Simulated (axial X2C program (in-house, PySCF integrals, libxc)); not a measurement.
**Linear SAsS at several levels**

An exercise on one series of results from a longer session: the logs are not shown, and one member is left open.

The runs use an in-house X2C program for linear molecules on PySCF integrals; all-electron X2C, two-component (2c) or spin-free, S dyall-av3z, As dyall-v3z.

All values are calculated.

2 further runs of the same task are left out: 2 set aside as unsound or not needed.

Set-up of the first run:

The input, task.json:

```json
{
 "zs": [
  16,
  33,
  16
 ],
 "q": 0,
 "bas": [
  "dyall-av3z",
  "dyall-v3z",
  "dyall-av3z"
 ],
 "r0": [
  2.08,
  2.08
 ],
 "symm": 1,
 "scan": [
  "PBE0",
  "HF",
  "BHandHLYP"
 ],
 "levels": [
  "PBE0",
  "HF",
  "TPSSh"
 ],
 "nst": 2
}
```

Keys: zs atomic numbers; q charge; bas basis sets; r0 starting distance in Å; symm equal bonds; scan levels of the two-bond scan; levels methods; nst determinants followed.

The run is started by

```console
> python solin.py task.json out
```

Masses S 31.972, As 74.922, S 31.972 u.

Steps of the session up to this table: Scan at PBE0, 2c; Scan at BHandHLYP, 2c; Scan at PBE0, spin-free.

One of the session's tables, all rows but one given; the rest of the session is left out.

| level | r(S–As) (Å) | r(As–S) (Å) | lower stretch (cm⁻¹) | upper stretch (cm⁻¹) |
| --- | --- | --- | --- | --- |
| PBE0, 2c | 2.088 | 2.088 | 431.8 | 453.1 |
| BHandHLYP, 2c | 2.081 | 2.081 | 421.0 | 438.7 |
| PBE0, spin-free | 2.087 | 2.087 | 432.2 | 453.6 |
| HF, spin-free | 2.068 | 2.068 | 374.1 | 456.6 |
| BHandHLYP, spin-free | ? | ? | ? | ? |

Q: Estimate the row for BHandHLYP, spin-free from the others.

**Answer.** r(S–As) (Å): 2.080; r(As–S) (Å): 2.080; lower stretch (cm⁻¹): 421.8; upper stretch (cm⁻¹): 439.5. In the column «r(S–As) (Å)» it lies between HF, spin-free (2.068) and BHandHLYP, 2c (2.081).

Scans not shown above were run alike.

The molecule was held linear; bending was not examined, so a bent shape may lie lower.
